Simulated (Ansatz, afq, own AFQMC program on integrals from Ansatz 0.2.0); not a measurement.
**H₂BrO (doublet): AFQMC on the coupled-cluster ladder at distance O1–H3 along a hydrogen transfer = 1.285 Å, cc-pVTZ**

Aim: compute H₂BrO (doublet) with auxiliary-field quantum Monte Carlo on the same integrals as coupled cluster, and set the energies side by side.

Program: Ansatz 0.2.0, Gaussian basis, and an in-house AFQMC program (afq) on its integrals; all values are calculated. Level of theory: cc-pVTZ, frozen cores. These are calculated values, not measurements.

To be run: PBE (unrestricted); CCSD(T) on UHF; CCSD(T) on UHF; r2SCAN (unrestricted); PBE0 (unrestricted); B3LYP (unrestricted); CCSD(T) on UHF; wB97M-V (unrestricted); B2PLYP (unrestricted); Phaseless AFQMC, CISD trial on UHF.

## (1) The system

The geometry derives from fragments relaxed apart (PBE0/def2-TZVP) and kept rigid, so it is no stationary point. A hydrogen atom is moved between rigid fragments. No spin-orbit coupling is included. The filled d shell of Br may be among the frozen orbitals whatever the setting's name suggests; the logs give the count.

4 atoms, charge 0, spin multiplicity 2.

Atoms are counted from 1 here; the program's logs count them from 0.

Bond lengths: O1–H2 0.960 Å, H3–Br4 1.530 Å.

## (2) PBE (unrestricted)

Input file in.yaml:

```yaml
crystal:
  periodic: [false, false, false]
  atoms:
    - {symbol: O, position_ang: [-0.962673, -0.231644, 0.000000]}
    - {symbol: H, position_ang: [-1.211982, 0.694932, 0.000000]}
    - {symbol: H, position_ang: [0.322327, -0.231644, 0.000000]}
    - {symbol: Br, position_ang: [1.852327, -0.231644, 0.000000]}
basis:
  gaussian: {orbitals: cc-pVTZ}
magnetization: {spin_polarized: true, initial_magnetization: 1}
hamiltonian: {xc: {name: PBE}}
output: {orbitals: {seedname: orbitals}}
```

Command:

```console
> ansatz run in.yaml --threads 1 --pin off --events-out ev --progress --plain --max-ram 5632MiB --backend cpu
```

The program printed:

```text
Functional definition: PBE
  name "PBE"
  cite "Perdew, Burke & Ernzerhof, Phys. Rev. Lett. 77, 3865 (1996) doi:10.1103/PhysRevLett.77.3865"
  parent pbe
  parameter kappa = 0.804
  parameter beta = 0.06672455060314922
  exchange = pbe_x(kappa = kappa, mu = beta*pi^2/3)
  correlation = pbe_c(beta = beta)
661 factors; their error is unknown
mean field evaluation 1: about -72103.2046 eV, gradient 5.0e1 eV
mean field evaluation 2: about -71978.5108 eV, gradient 1.4e2 eV
mean field evaluation 4: about -72106.8906 eV, gradient 3.3e1 eV
mean field evaluation 8: about -72111.6445 eV, gradient 1.6e1 eV
mean field evaluation 16: about -72113.2696 eV, gradient 2.4e-3 eV
mean field evaluation 32: about -72113.2249 eV, gradient 1.2e0 eV
mean field evaluation 64: about -72113.2412 eV, gradient 6.2e-1 eV
mean field evaluation 96: about -72113.1361 eV, gradient 2.0e0 eV
mean field -72113.26964210 eV, -2650.1137792174 hartree, gradient 9.6e-6 eV, S^2 0.751978; 10 other end points of the search recorded, 0 dependent functions left out
reference -72113.26966886 eV, -2650.1137802009 hartree; 23, 22 occupied and 78, 79 virtual orbitals, 661 factors
Total energy: -72113.26966886 eV, -2650.1137802009 hartree
```

Wall time 12 s (1 thread of AMD EPYC 7R13 (Zen 3), shared host); peak memory 1.9 GiB.

From the report: ⟨S²⟩ of the determinant 0.752 (pure doublet: 0.75).

## (3) CCSD(T) on UHF

Edit in.yaml of step 2 so:

```diff
@@ -10,3 +10,2 @@
 magnetization: {spin_polarized: true, initial_magnetization: 1}
-hamiltonian: {xc: {name: PBE}}
-output: {orbitals: {seedname: orbitals}}
+correlation: {method: ccsd_t, electrons: outside_noble_gas, hamiltonian_folder: ham}
```

Command:

```console
> ansatz run in.yaml --threads 1 --pin off --events-out ev --progress --plain --max-ram 16896MiB --backend cuda --devices 0, --max-vram 18GiB
```

The program printed (excerpt; [...] marks lines left out):

```text
Functional definition: HF
  name "HF"
  cite "Fock, Z. Phys. 61, 126 (1930) doi:10.1007/BF01340294"
  parent pbe
[...]
622 factors; integrals over basis functions are off by at most 1.3e-3 eV
[...]
mean field -72067.78817284 eV, -2648.4423660504 hartree, gradient 1.4e-6 eV, S^2 0.796462; 11 other end points of the search recorded, 0 dependent functions left out
determinant -72067.78817284 eV, -2648.4423660504 hartree, with singles and doubles -72079.44098885 eV, -2648.8705991402 hartree
determinant -72067.77256288 eV, -2648.4417923953 hartree, with singles and doubles -72079.05975377 eV, -2648.8565890097 hartree
determinant -72066.37489240 eV, -2648.3904289523 hartree, with singles and doubles -72078.44670039 eV, -2648.8340597135 hartree
determinant -72067.78817284 eV, -2648.4423660504 hartree, with singles and doubles -72079.41917317 eV, -2648.8697974289 hartree
determinant -72067.77256288 eV, -2648.4417923953 hartree, with singles and doubles -72079.04471603 eV, -2648.8560363827 hartree
15 core orbitals not correlated: weight in the atoms' cores, before any rotation towards them, 1.000 or more for the frozen orbitals, at most 0.000 for the correlated occupied ones
reference -72067.78817284 eV, -2648.4423660504 hartree; 8, 7 occupied and 78, 79 virtual orbitals, 622 factors
second order -10.74507320 eV of doubles, -0.00000000 eV of singles
cycle   1  -11.63100237 eV  change   -2.0e-6 eV  update   2.2e-6
perturbative correction -0.40855638 eV, -0.0150141700 hartree
Total energy: -72079.82773159 eV, -2648.8848116739 hartree
```

Run time: 16 s. Hardware: 1 × NVIDIA H100 80GB HBM3 with 1 thread of AMD EPYC 7R13 (Zen 3), shared host; peak host memory 1.9 GiB.

From the report: ⟨S²⟩ of the determinant 0.796 (pure doublet: 0.75); correlation -12.0396 eV; T1 0.027; largest double amplitude 0.05.

This run also writes the integrals to the folder ham.

## (4) CCSD(T) on UHF

Edit in.yaml of step 3 so:

```diff
@@ -8,4 +8,4 @@
 basis:
-  gaussian: {orbitals: cc-pVTZ}
+  gaussian: {orbitals: def2-TZVPP}
 magnetization: {spin_polarized: true, initial_magnetization: 1}
-correlation: {method: ccsd_t, electrons: outside_noble_gas, hamiltonian_folder: ham}
+correlation: {method: ccsd_t, electrons: outside_noble_gas}
```

The command is unchanged.

The program printed (excerpt; [...] marks lines left out):

```text
Functional definition: HF
  name "HF"
  cite "Fock, Z. Phys. 61, 126 (1930) doi:10.1007/BF01340294"
  parent pbe
[...]
691 factors; integrals over basis functions are off by at most 1.1e-3 eV
[...]
mean field -72066.63028006 eV, -2648.3998142756 hartree, gradient 6.5e-6 eV, S^2 0.797326; 10 other end points of the search recorded, 0 dependent functions left out
determinant -72066.63028006 eV, -2648.3998142756 hartree, with singles and doubles -72078.30236583 eV, -2648.8287555161 hartree
determinant -72066.60710202 eV, -2648.3989624985 hartree, with singles and doubles -72077.90113223 eV, -2648.8140104533 hartree
determinant -72065.27661280 eV, -2648.3500679214 hartree, with singles and doubles -72077.36890384 eV, -2648.7944514206 hartree
determinant -72066.63028006 eV, -2648.3998142756 hartree, with singles and doubles -72078.27636615 eV, -2648.8278000457 hartree
determinant -72066.60710202 eV, -2648.3989624985 hartree, with singles and doubles -72077.88476945 eV, -2648.8134091323 hartree
15 core orbitals not correlated: weight in the atoms' cores, before any rotation towards them, 1.000 or more for the frozen orbitals, at most 0.000 for the correlated occupied ones
reference -72066.63028006 eV, -2648.3998142756 hartree; 8, 7 occupied and 84, 85 virtual orbitals, 691 factors
second order -10.75027228 eV of doubles, -0.00000000 eV of singles
cycle   1  -11.64608808 eV  change   -2.0e-6 eV  update   2.4e-6
perturbative correction -0.41317824 eV, -0.0151840204 hartree
Total energy: -72078.68954638 eV, -2648.8429841388 hartree
```

Wall time 20 s (1 × NVIDIA H100 80GB HBM3 with 1 thread of AMD EPYC 7R13 (Zen 3), shared host); peak host memory 1.9 GiB.

From the report: ⟨S²⟩ of the determinant 0.797 (pure doublet: 0.75); correlation -12.0593 eV; T1 0.027; largest double amplitude 0.04.

## (5) r2SCAN (unrestricted)

Edit in.yaml of step 4 so:

```diff
@@ -8,4 +8,4 @@
 basis:
-  gaussian: {orbitals: def2-TZVPP}
+  gaussian: {orbitals: cc-pVTZ}
 magnetization: {spin_polarized: true, initial_magnetization: 1}
-correlation: {method: ccsd_t, electrons: outside_noble_gas}
+hamiltonian: {xc: {name: r2SCAN}}
```

Command:

```console
> ansatz run in.yaml --threads 1 --pin off --events-out ev --progress --plain --max-ram 5632MiB --backend cpu
```

The program printed (excerpt; [...] marks lines left out):

```text
Functional definition: r2SCAN
  name "r2SCAN"
  cite "Furness, Kaplan, Ning, Perdew & Sun, J. Phys. Chem. Lett. 11, 8208 (2020) doi:10.1021/acs.jpclett.0c02405"
  cite "Furness, Kaplan, Ning, Perdew & Sun, J. Phys. Chem. Lett. 11, 9248 (2020) doi:10.1021/acs.jpclett.0c03077"
  parent r2scan
[...]
661 factors; their error is unknown
[...]
mean field -72124.48330075 eV, -2650.5258735718 hartree, gradient 2.1e-6 eV, S^2 0.758854; 13 other end points of the search recorded, 0 dependent functions left out
reference -72124.48330869 eV, -2650.5258738638 hartree; 23, 22 occupied and 78, 79 virtual orbitals, 661 factors
Total energy: -72124.48330869 eV, -2650.5258738638 hartree
```

It took 28 s on 1 thread of AMD EPYC 7R13 (Zen 3), shared host; peak memory 1.9 GiB.

From the report: ⟨S²⟩ of the determinant 0.759 (pure doublet: 0.75).

## (6) PBE0 (unrestricted)

Edit in.yaml of step 5 so:

```diff
@@ -10,2 +10,3 @@
 magnetization: {spin_polarized: true, initial_magnetization: 1}
-hamiltonian: {xc: {name: r2SCAN}}
+hamiltonian: {xc: {name: PBE0}}
+output: {orbitals: {seedname: orbitals}}
```

Launched as before.

The program printed:

```text
Functional definition: PBE0
  name "PBE0"
  cite "Adamo & Barone, J. Chem. Phys. 110, 6158 (1999) doi:10.1063/1.478522"
  cite "Perdew, Burke & Ernzerhof, Phys. Rev. Lett. 77, 3865 (1996) doi:10.1103/PhysRevLett.77.3865"
  parent pbe
  parameter a = 0.25
  parameter kappa = 0.804
  parameter beta = 0.06672455060314922
  exchange = (1 - a)*pbe_x(kappa = kappa, mu = beta*pi^2/3) + a*exact_x
  correlation = pbe_c(beta = beta)
700 factors; their error is unknown
mean field evaluation 1: about -72107.4136 eV, gradient 4.3e1 eV
mean field evaluation 2: about -72067.8393 eV, gradient 1.0e2 eV
mean field evaluation 4: about -72113.8026 eV, gradient 1.6e1 eV
mean field evaluation 8: about -72115.0472 eV, gradient 4.1e-1 eV
mean field evaluation 16: about -72115.2728 eV, gradient 3.1e-4 eV
mean field evaluation 32: about -72115.5067 eV, gradient 3.2e-5 eV
mean field -72115.50674726 eV, -2650.1959913158 hartree, gradient 5.6e-6 eV, S^2 0.761169; 5 other end points of the search recorded, 0 dependent functions left out
reference -72115.50676664 eV, -2650.1959920278 hartree; 23, 22 occupied and 78, 79 virtual orbitals, 700 factors
Total energy: -72115.50676664 eV, -2650.1959920278 hartree
```

Wall time 10 s (1 thread of AMD EPYC 7R13 (Zen 3), shared host); peak memory 1.9 GiB.

From the report: ⟨S²⟩ of the determinant 0.761 (pure doublet: 0.75).

## (7) B3LYP (unrestricted)

Edit in.yaml of step 6 so:

```diff
@@ -10,3 +10,2 @@
 magnetization: {spin_polarized: true, initial_magnetization: 1}
-hamiltonian: {xc: {name: PBE0}}
-output: {orbitals: {seedname: orbitals}}
+hamiltonian: {xc: {name: B3LYP}}
```

Same command.

The program printed (excerpt; [...] marks lines left out):

```text
Functional definition: B3LYP
  name "B3LYP"
  cite "Stephens, Devlin, Chabalowski & Frisch, J. Phys. Chem. 98, 11623 (1994) doi:10.1021/j100096a001"
  cite "Becke, Phys. Rev. A 38, 3098 (1988) doi:10.1103/PhysRevA.38.3098"
  cite "Lee, Yang & Parr, Phys. Rev. B 37, 785 (1988) doi:10.1103/PhysRevB.37.785"
  cite "Vosko, Wilk & Nusair, Can. J. Phys. 58, 1200 (1980) doi:10.1139/p80-159"
[...]
691 factors; their error is unknown
[...]
mean field -72126.77375164 eV, -2650.6100460895 hartree, gradient 3.5e-6 eV, S^2 0.758710; 5 other end points of the search recorded, 0 dependent functions left out
reference -72126.77393513 eV, -2650.6100528327 hartree; 23, 22 occupied and 78, 79 virtual orbitals, 691 factors
Total energy: -72126.77393513 eV, -2650.6100528327 hartree
```

Wall time 10 s (1 thread of AMD EPYC 7R13 (Zen 3), shared host); peak memory 1.9 GiB.

From the report: ⟨S²⟩ of the determinant 0.759 (pure doublet: 0.75).

## (8) CCSD(T) on UHF

Edit in.yaml of step 7 so:

```diff
@@ -8,4 +8,4 @@
 basis:
-  gaussian: {orbitals: cc-pVTZ}
+  gaussian: {orbitals: "def2-QZVPP.json"}
 magnetization: {spin_polarized: true, initial_magnetization: 1}
-hamiltonian: {xc: {name: B3LYP}}
+correlation: {method: ccsd_t, electrons: outside_noble_gas}
```

Command:

```console
> ansatz run in.yaml --threads 1 --pin off --events-out ev --progress --plain --max-ram 16896MiB --backend cuda --devices 0, --max-vram 18GiB
```

The program printed (excerpt; [...] marks lines left out):

```text
Functional definition: HF
  name "HF"
  cite "Fock, Z. Phys. 61, 126 (1930) doi:10.1007/BF01340294"
  parent pbe
[...]
1315 factors; integrals over basis functions are off by at most 1.5e-3 eV
[...]
mean field -72068.07363318 eV, -2648.4528565247 hartree, gradient 2.0e-6 eV, S^2 0.798264; 10 other end points of the search recorded, 0 dependent functions left out
determinant -72068.07363318 eV, -2648.4528565247 hartree, with singles and doubles -72080.76934743 eV, -2648.9194154178 hartree
determinant -72068.04715384 eV, -2648.4518834268 hartree, with singles and doubles -72080.37056676 eV, -2648.9047604984 hartree
determinant -72066.75920854 eV, -2648.4045523099 hartree, with singles and doubles -72079.88611993 eV, -2648.8869574057 hartree
determinant -72068.07363318 eV, -2648.4528565247 hartree, with singles and doubles -72080.63699255 eV, -2648.9145514656 hartree
determinant -72068.04715384 eV, -2648.4518834268 hartree, with singles and doubles -72080.24905097 eV, -2648.9002948756 hartree
15 core orbitals not correlated: weight in the atoms' cores, before any rotation towards them, 1.000 or more for the frozen orbitals, at most 0.000 for the correlated occupied ones
reference -72068.07363318 eV, -2648.4528565247 hartree; 8, 7 occupied and 183, 184 virtual orbitals, 1315 factors
second order -11.76002744 eV of doubles, -0.00000000 eV of singles
cycle   1  -12.56335988 eV  change   -5.1e-7 eV  update   1.5e-6
perturbative correction -0.48978820 eV, -0.0179993844 hartree
Total energy: -72081.12678126 eV, -2648.9325508688 hartree
```

It took 39 s on 1 × NVIDIA H100 80GB HBM3 with 1 thread of AMD EPYC 7R13 (Zen 3), shared host; peak host memory 1.9 GiB.

From the report: ⟨S²⟩ of the determinant 0.798 (pure doublet: 0.75); correlation -13.0531 eV; T1 0.028; largest double amplitude 0.06.

## (9) wB97M-V (unrestricted)

Edit in.yaml of step 8 so:

```diff
@@ -8,4 +8,5 @@
 basis:
-  gaussian: {orbitals: "def2-QZVPP.json"}
+  gaussian: {orbitals: cc-pVTZ}
 magnetization: {spin_polarized: true, initial_magnetization: 1}
-correlation: {method: ccsd_t, electrons: outside_noble_gas}
+hamiltonian: {xc: {name: wB97M-V}}
+output: {orbitals: {seedname: orbitals}}
```

Command:

```console
> ansatz run in.yaml --threads 1 --pin off --events-out ev --progress --plain --max-ram 5632MiB --backend cpu
```

The program printed (excerpt; [...] marks lines left out):

```text
Functional definition: wB97M-V
  name "wB97M-V"
  cite "Mardirossian & Head-Gordon, J. Chem. Phys. 144, 214110 (2016) doi:10.1063/1.4952647"
  cite "Becke, J. Chem. Phys. 107, 8554 (1997) doi:10.1063/1.475007"
  cite "Vydrov & Van Voorhis, J. Chem. Phys. 133, 244103 (2010) doi:10.1063/1.3521275"
  # Of w^i u^j: cxij and so on, Table III.
[...]
  gx(w, u) = 1 - cx + cx01*u + cx10*w
  gss(w, u) = css00 + css04*u^4 + css10*w + css20*w^2 + css43*w^4*u^3
  gos(w, u) = cos00 + cos10*w + (cos20 + cos21*u)*w^2 + (cos60 + cos61*u)*w^6
[...]
      + integral(e_c_pw_mod_opposite_spin*gos(b97_w_opposite, b97_u_opposite)) + vv10(b, c)
683 factors; their error is unknown
119 factors; integrals over basis functions are off by at most 4.3e-5 eV
[...]
mean field -72120.94199015 eV, -2650.3957328078 hartree, gradient 8.7e-6 eV, S^2 0.762005; 5 other end points of the search recorded, 0 dependent functions left out
reference -72120.94201975 eV, -2650.3957338954 hartree; 23, 22 occupied and 78, 79 virtual orbitals, 683 factors
Total energy: -72120.94201975 eV, -2650.3957338954 hartree
```

It took 30 s on 1 thread of AMD EPYC 7R13 (Zen 3), shared host; peak memory 1.9 GiB.

From the report: ⟨S²⟩ of the determinant 0.762 (pure doublet: 0.75).

## (10) B2PLYP (unrestricted)

Edit in.yaml of step 9 so:

```diff
@@ -10,3 +10,3 @@
 magnetization: {spin_polarized: true, initial_magnetization: 1}
-hamiltonian: {xc: {name: wB97M-V}}
-output: {orbitals: {seedname: orbitals}}
+hamiltonian: {xc: {name: B2PLYP}}
+correlation: {electrons: outside_noble_gas}
```

Launched as before.

The program printed (excerpt; [...] marks lines left out):

```text
Functional definition: B2PLYP
  name "B2PLYP"
  cite "Grimme, J. Chem. Phys. 124, 034108 (2006) doi:10.1063/1.2148954"
  cite "Becke, Phys. Rev. A 38, 3098 (1988) doi:10.1103/PhysRevA.38.3098"
  cite "Lee, Yang & Parr, Phys. Rev. B 37, 785 (1988) doi:10.1103/PhysRevB.37.785"
[...]
622 factors; integrals over basis functions are off by at most 1.3e-3 eV
[...]
mean field -72109.43280901 eV, -2649.9727782021 hartree, gradient 1.4e-6 eV, S^2 0.773075; 6 other end points of the search recorded, 0 dependent functions left out
15 core orbitals not correlated: weight in the atoms' cores, before any rotation towards them, 1.000 or more for the frozen orbitals, at most 0.000 for the correlated occupied ones
reference -72109.43292388 eV, -2649.9727824233 hartree; 8, 7 occupied and 78, 79 virtual orbitals, 622 factors
second order -13.20355528 eV of doubles, -0.00000000 eV of singles
Total energy: -72112.99788380 eV, -2650.1037922841 hartree
```

It took 16 s on 1 thread of AMD EPYC 7R13 (Zen 3), shared host; peak memory 1.9 GiB.

From the report: ⟨S²⟩ of the determinant 0.773 (pure doublet: 0.75).

## (11) Phaseless AFQMC, CISD trial on UHF

It reads the integrals that the CCSD(T) run on this determinant wrote.

Command:

```console
> afq ham --method phaseless --trial cisd --walkers 1400 --populations 20 --least-time 60 --time-step 0.005 --steps-per-block 50 --equilibration-blocks 28 --max-blocks 4000 --target-error 0.00023 --factor-cut 1e-05 --start spin_pure --seed 6630 --release-times 0.24,0.51,0.99,1.5 --release-step 0.03 --release-every 4 --taylor-order 6
```

The program printed:

```text
orbitals 86  electrons 8 7  factors 561 of 622
reference energy -2648.44236605 Eh
CCSD correlation -0.42743159 Eh in 18 cycles, weight of the determinant in the CISD state 0.8533
energy of the start -2648.866869 Eh
 block  time / (1/Eh)  mean weight  energy / Eh
     1     0.250  0.9993  -2648.863878
     2     0.500  1.0003  -2648.870451
     3     0.750  1.0000  -2648.875841
     4     1.000  0.9999  -2648.878951
     5     1.250  1.0008  -2648.880184
     6     1.500  1.0001  -2648.883137
     7     1.750  0.9994  -2648.884858
     8     2.000  1.0003  -2648.884394
     9     2.250  1.0009  -2648.882868
    10     2.500  1.0008  -2648.884133
    13     3.250  1.0002  -2648.883583
    17     4.250  1.0000  -2648.885737
    21     5.250  0.9996  -2648.886088
    25     6.250  1.0009  -2648.886239
    29     7.250  0.9998  -2648.885211
    33     8.250  0.9995  -2648.887673
    37     9.250  0.9991  -2648.887729
    41    10.250  1.0003  -2648.886598
    45    11.250  0.9994  -2648.886389
    49    12.250  0.9986  -2648.887269
    53    13.250  0.9998  -2648.885779
    57    14.250  1.0005  -2648.884886
    61    15.250  1.0005  -2648.885353
    65    16.250  1.0001  -2648.886479
    69    17.250  0.9995  -2648.885654
    73    18.250  1.0004  -2648.887026
    77    19.250  0.9992  -2648.885224
    81    20.250  0.9996  -2648.882415
    85    21.250  1.0005  -2648.885118
    89    22.250  1.0014  -2648.887186
    93    23.250  1.0004  -2648.887194
    97    24.250  0.9994  -2648.884754
   101    25.250  1.0004  -2648.883758
   105    26.250  0.9996  -2648.884483
   109    27.250  1.0002  -2648.882276
   113    28.250  1.0000  -2648.886347
   117    29.250  1.0016  -2648.884648
   121    30.250  0.9998  -2648.882974
   125    31.250  1.0003  -2648.886279
   129    32.250  1.0002  -2648.885608
   133    33.250  1.0007  -2648.884425
   137    34.250  0.9996  -2648.886332
   141    35.250  1.0000  -2648.884578
   145    36.250  1.0006  -2648.884862
   149    37.250  0.9996  -2648.884236
   153    38.250  1.0003  -2648.884269
   157    39.250  1.0005  -2648.889264
error from the spread of 20 populations
released: time / (1/Eh)  energy / Eh  error  mean overlap
  0.24  -2648.886213  0.000172  0.9975
  0.51  -2648.886479  0.000204  0.9909
  0.99  -2648.886336  0.000354  0.9885
  1.50  -2648.886692  0.000430  0.9804
energy -2648.885662 +/- 0.000195 Eh
```

Run time: 4 min. Hardware: 1 × NVIDIA H100 80GB HBM3 with 2 threads of AMD EPYC 7R13 (Zen 3), shared host; peak host memory 1.9 GiB.

Energy -72079.8509 ± 0.0053 eV. Caveats: constraint bias not in the error.

## (12) All levels side by side

On the UHF determinant, counted from CCSD(T) (a yardstick, not exact):

| level | energy (eV) | from CCSD(T) (kcal/mol) | statistical error (kcal/mol) | time |
| --- | --- | --- | --- | --- |
| HF | -72067.7882 | +277.64 |  |  |
| MP2 | -72078.5332 | +29.85 |  |  |
| CCSD | -72079.4192 | +9.42 |  |  |
| CCSD(T) | -72079.8277 | 0.00 |  |  |
| Phaseless AFQMC, CISD trial, step 0.005, 1400 walkers | -72079.8509 | -0.53 | 0.12 | 4 min |

The functionals' totals stand on their own zeros and serve differences with other points: PBE -72113.270 eV; r2SCAN -72124.483 eV; PBE0 -72115.507 eV; B3LYP -72126.774 eV; wB97M-V -72120.942 eV; B2PLYP -72112.998 eV.

## (13) Outcome

| quantity | value |
| --- | --- |
| Phaseless AFQMC, CISD trial on UHF from CCSD(T) | -0.53 ± 0.12 kcal/mol |

What this shows: On UHF the phaseless walk with the CISD trial lies -0.53 kcal/mol from CCSD(T), 4 times its error bar. Error bars are statistical and leave out the constraint, the time step and what remains of the start.
